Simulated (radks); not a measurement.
# The Coulomb parameter U of the 4f shell of Yb⁺

An exercise on one series of results from a longer session: the logs are not shown, and one member is left open.

Program: radks (a radial shooting solver on a logarithmic mesh, Libxc functionals) version 1. Level of theory: scalar-relativistic Kohn-Sham, r2SCAN, spin-unpolarised, spherical densities, finite nucleus. These are calculated values, not measurements, unless marked.

### Starting point

```
element            : ytterbium (Z = 70)
charge             : +1
electrons          : 69
configuration      : [Xe] 4f13 5d1 6s1
nuclear rms radius : 5.3108 fm
```

The outer shells:

Yb⁺
```
[Xe] core
4f [↑↓][↑↓][↑↓][↑↓][↑↓][↑↓][↑ ]
5d [↑ ][  ][  ][  ][  ]
6s [↑ ]
```

The first run:

Settings of this run:

```text
Z 70
configuration [Xe] 4f13 5d1 6s1
relativity scalar-relativistic
functional r2scan,r2scan
spin unpolarised
nucleus finite rms 5.3108 fm
c 137.035999084
```

The run is started by

```sh
python run_ks.py task.json out
```

The same process makes all the runs of this session.

Steps of the session up to this table: Start: [Xe] 4f13 5d1 6s1.

One of the session's tables, all rows but one given; the rest of the session is left out.

It belongs to the step «Start: [Xe] 4f13 5d1 6s1». Radial moments (bohr):

```
level     <r>  outermost maximum (interpolated)  90 % within  nodes
   4s  0.4877                             0.455        0.700      3
   4p  0.5175                             0.476        0.752      2
   4d       ?                                 ?            ?      ?
   5s   1.195                              1.06         1.73      4
   5p   1.410                              1.21         2.07      3
   4f  0.7382                             0.481         1.27      0
   6s   3.451                              3.02         5.01      5
   5d   2.494                              1.77         4.05      2
```

**Question.** Estimate the row for 4d.

As computed: <r>: 0.5587; outermost maximum (interpolated): 0.491; 90 % within: 0.839; nodes: 1. In the column «<r>» it lies between 4p (0.5175) and 4f (0.7382).
